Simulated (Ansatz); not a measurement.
**ClFMoO₂: basis-set convergence**

Aim: see how fast density functionals converge with the basis set for ClFMoO₂.

The runs use Ansatz 0.2.0, Gaussian basis; one geometry, several basis sets.

Plan: PBE0-D4/def2-SVP; ωB97M-V/def2-SVP; PBE0-D4/def2-QZVPP; ωB97M-V/def2-QZVPP; the functionals' def2-TZVPP values are taken from earlier runs.

### 1 The geometry

An earlier PBE0-D4 in a triple-zeta def2 set relaxation fixed the geometry. Mo takes the def2 core potential; no spin-orbit term is included.

SMILES `[O]=[Mo](=[O])([F])[Cl]`, 5 atoms, charge 0, spin multiplicity 1.

Atoms are counted from 1 here; the program's logs count them from 0.

Bond lengths: O1–Mo2 1.663 Å, Mo2–O3 1.663 Å, Mo2–F4 1.836 Å, Mo2–Cl5 2.242 Å. Angles: O1–Mo2–O3 106.6°, O1–Mo2–F4 110.1°, O1–Mo2–Cl5 109.2°, O3–Mo2–F4 110.1°, O3–Mo2–Cl5 109.2°, F4–Mo2–Cl5 111.5°.

### 2 PBE0-D4 in def2-SVP

in.yaml reads:

```yaml
crystal:
  periodic: [false, false, false]
  atoms:
    - {symbol: O, position_ang: [-0.550499, -0.162399, 1.591086]}
    - {symbol: Mo, position_ang: [0.006268, -0.103759, 0.025437]}
    - {symbol: O, position_ang: [1.496361, -0.841528, 0.023675]}
    - {symbol: F, position_ang: [-1.144242, -1.004011, -1.086958]}
    - {symbol: Cl, position_ang: [0.242013, 2.037996, -0.594639]}
basis:
  gaussian: {orbitals: def2-SVP}
hamiltonian: {xc: pbe0, dispersion: d4}
output: {orbitals: {seedname: orbitals}}
```

Command:

```bash
> ansatz run in.yaml --threads 2 --pin off --events-out ev --progress --plain --max-ram 32768MiB --backend cpu
```

After this run come: ωB97M-V in def2-SVP; PBE0-D4 in def2-QZVPP; ωB97M-V in def2-QZVPP.

**Question.** What will the summary of the whole plan be? Wanted: PBE0-D4: double and triple zeta above quadruple; ωB97M-V: double and triple zeta above quadruple.

As calculated:

| quantity | value |
| --- | --- |
| PBE0-D4: double and triple zeta above quadruple | 14.34, 0.85 eV |
| ωB97M-V: double and triple zeta above quadruple | 14.45, 0.81 eV |

What this shows: For PBE0-D4 the step from double to triple zeta gains 13.50 eV and the next only 0.85 eV. Total energies overstate the basis error of differences, where much of it tends to cancel.
